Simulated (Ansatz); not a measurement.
# CH4BFGeO: the cost of one run

Computed with Ansatz 0.2.0, driven from Python. Level of theory: r2SCAN/def2-SVP.

## 1. Starting point

Bond lengths: B1–Ge2 1.991 Å, Ge2–F3 1.725 Å, Ge2–C4 1.875 Å, C4–O5 1.293 Å, B1–H6 1.219 Å, B1–H7 1.192 Å, Ge2–H8 1.521 Å, C4–H9 1.106 Å. Angles: B1–Ge2–F3 108.1°, B1–Ge2–C4 111.4°, B1–Ge2–H8 108.8°, F3–Ge2–C4 107.5°, F3–Ge2–H8 108.6°, C4–Ge2–H8 112.2°, Ge2–B1–H6 118.5°, Ge2–B1–H7 118.0°, H6–B1–H7 111.9°, Ge2–C4–O5 117.9°, Ge2–C4–H9 125.7°, O5–C4–H9 116.3°.

The script holds or builds the structure itself.

## 2. The script

File run_opt.py:

```python
"""Geometry optimisation of CH4BFGeO."""

from dataclasses import dataclass

import ansatz as az
from ase import Atoms
import numpy as np


@dataclass
class RunConfig:
    basis: str = "def2-SVP"
    functional: str = "r2scan"


cfg = RunConfig()

atoms = Atoms(["B", "Ge", "F", "C", "O", "H", "H", "H", "H"], positions=[
    (0.4506, 0.1125, -1.6432),
    (0.4253, -0.5712, 0.2266),
    (2.0026, -0.367, 0.8939),
    (-0.7692, 0.4007, 1.2955),
    (-2.0239, 0.3668, 0.9845),
    (0.9041, 1.2246, -1.8495),
    (-0.4916, -0.1189, -2.3364),
    (0.0968, -2.0561, 0.2007),
    (-0.5061, 0.9623, 2.2109),
])
molecule = az.Crystal.molecule_from_ase(atoms)

setup = molecule.calculation()
setup = setup.basis(gaussian=cfg.basis).functional(cfg.functional)
symbols = [site.symbol for site in molecule.cartesian_sites]
start = np.array([site.position_ang for site in molecule.cartesian_sites], dtype=float)
def progress(event):
    if event["event"] == "relax_step":
        row = event["data"]
        print(f"step {row['step']:3d}  E = {row['lagrangian_ev']:.6f} eV  largest force component {row['allowed_force_max_ev_ang']:.4f} eV/A")


report = setup.relax(force_tolerance=0.02).session().plan().execute(on_event=progress).report
end = np.array(report["positions_ang"])

print(f"E = {report['free_energy_ev']:.6f} eV = {report['free_energy_ev'] / 27.211386246:.7f} Ha")
print("converged:", report["converged"], " doubts:", report["published_state_doubts"] or "none")

print("final positions (A) and the move of each atom")
for symbol, xyz, old in zip(symbols, end, start):
    print(f"{symbol:2s} {xyz[0]:10.5f} {xyz[1]:10.5f} {xyz[2]:10.5f}   {np.linalg.norm(xyz - old):7.4f}")
with open("ch4bfgeo_opt.xyz", "w") as handle:
    handle.write(f"{len(symbols)}\nrelaxed CH4BFGeO\n")
    handle.writelines(f"{s:2s} {x:11.6f} {y:11.6f} {z:11.6f}\n" for s, (x, y, z) in zip(symbols, end))
```

## 3. What the engine is handed

The engine receives this input:

```yaml
crystal:
  periodic: [false, false, false]
  atoms:
    - { symbol: B, position_ang: [0.4506, 0.1125, -1.6432] }
    - { symbol: Ge, position_ang: [0.4253, -0.5712, 0.2266] }
    - { symbol: F, position_ang: [2.0026, -0.367, 0.8939] }
    - { symbol: C, position_ang: [-0.7692, 0.4007, 1.2955] }
    - { symbol: O, position_ang: [-2.0239, 0.3668, 0.9845] }
    - { symbol: H, position_ang: [0.9041, 1.2246, -1.8495] }
    - { symbol: H, position_ang: [-0.4916, -0.1189, -2.3364] }
    - { symbol: H, position_ang: [0.0968, -2.0561, 0.2007] }
    - { symbol: H, position_ang: [-0.5061, 0.9623, 2.2109] }
basis:
  gaussian:
    orbitals: def2-SVP
hamiltonian:
  xc: r2scan
relax:
  f_tol: 0.02
```

## 4. Launch

Run with:

```sh
$ python run_opt.py
```

What time and memory should one allow on 1 thread of Arm Neoverse V1, shared host?

About 97 s, with a peak of 0.27 GiB.
